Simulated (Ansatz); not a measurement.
# Lu2SiF3: the cost of one run

Method: DFT PBE, scalar-relativistic, plane waves, PAW, in Ansatz 0.2.0.

### Step 1. The starting structure

Symmetry: P6/mmm, No. 191, hexagonal system. Conventional cell: a = 5.490 Å, b = 5.490 Å, c = 3.823 Å, α = 90.00°, β = 90.00°, γ = 120.00°. Lu (site symmetry -6m2) is surrounded by 3 F at 1.58 Å. Si (site symmetry 6/mmm) has 12 F at 3.34 Å and 12 Lu at 3.70 Å and 2 Si at 3.82 Å in its first shell of neighbours. F (site symmetry mmm) is surrounded by 2 Lu at 1.58 Å.

Structure file:

```cif
data_structure
_symmetry_space_group_name_H-M 'P 1'
_symmetry_Int_Tables_number 1
_cell_length_a 5.4898
_cell_length_b 5.4898
_cell_length_c 3.8230
_cell_angle_alpha 90.000
_cell_angle_beta 90.000
_cell_angle_gamma 120.000
_cell_volume 99.78
loop_
_atom_site_label
_atom_site_type_symbol
_atom_site_fract_x
_atom_site_fract_y
_atom_site_fract_z
_atom_site_occupancy
Lu1 Lu 0.33333 0.66667 0.50000 1
Lu2 Lu 0.66667 0.33333 0.50000 1
Si1 Si 0.00000 0.00000 0.00000 1
F1 F 0.50000 0.00000 0.50000 1
F2 F 0.00000 0.50000 0.50000 1
F3 F 0.50000 0.50000 0.50000 1
```

A structure generator made this guess: random cell by space group and Wyckoff sites (P6/mmm, No. 191). Lengths come from tabulated atomic sizes and are only a guess.

### Step 2. A first look at the guess

Contents of input.yaml:

```yaml
crystal:
  lattice:
    - [5.48983113, 0.0, 0.0]
    - [-2.74491556, 4.75433322, 0.0]
    - [0.0, 0.0, 3.82302645]
  atoms:
    - { symbol: Lu, position: [0.33333333, 0.66666667, 0.5] }
    - { symbol: Lu, position: [0.66666667, 0.33333333, 0.5] }
    - { symbol: Si, position: [0.0, 0.0, 0.0] }
    - { symbol: F, position: [0.5, 0.0, 0.5] }
    - { symbol: F, position: [0.0, 0.5, 0.5] }
    - { symbol: F, position: [0.5, 0.5, 0.5] }
basis:
  ecutwfc: 420
kpoints:
  mp_grid: { grid: [6, 6, 4] }
hamiltonian:
  xc: pbe
scf:
  occupations: { method: gaussian, width: 0.1 }
  lower_state_search: "off"
output:
  forces: true
  stress: true
  eigenvalues: true
```

Command:

```
ansatz run input.yaml --threads 1 --pin off --max-ram 2560MiB --backend cpu --events-out ev --progress --plain --runs-dir out
```

Q: Estimate wall time and peak memory on 1 thread of Intel Xeon Platinum 8488C (Sapphire Rapids), shared host.

About 8.2 s, with a peak of 0.47 GiB.
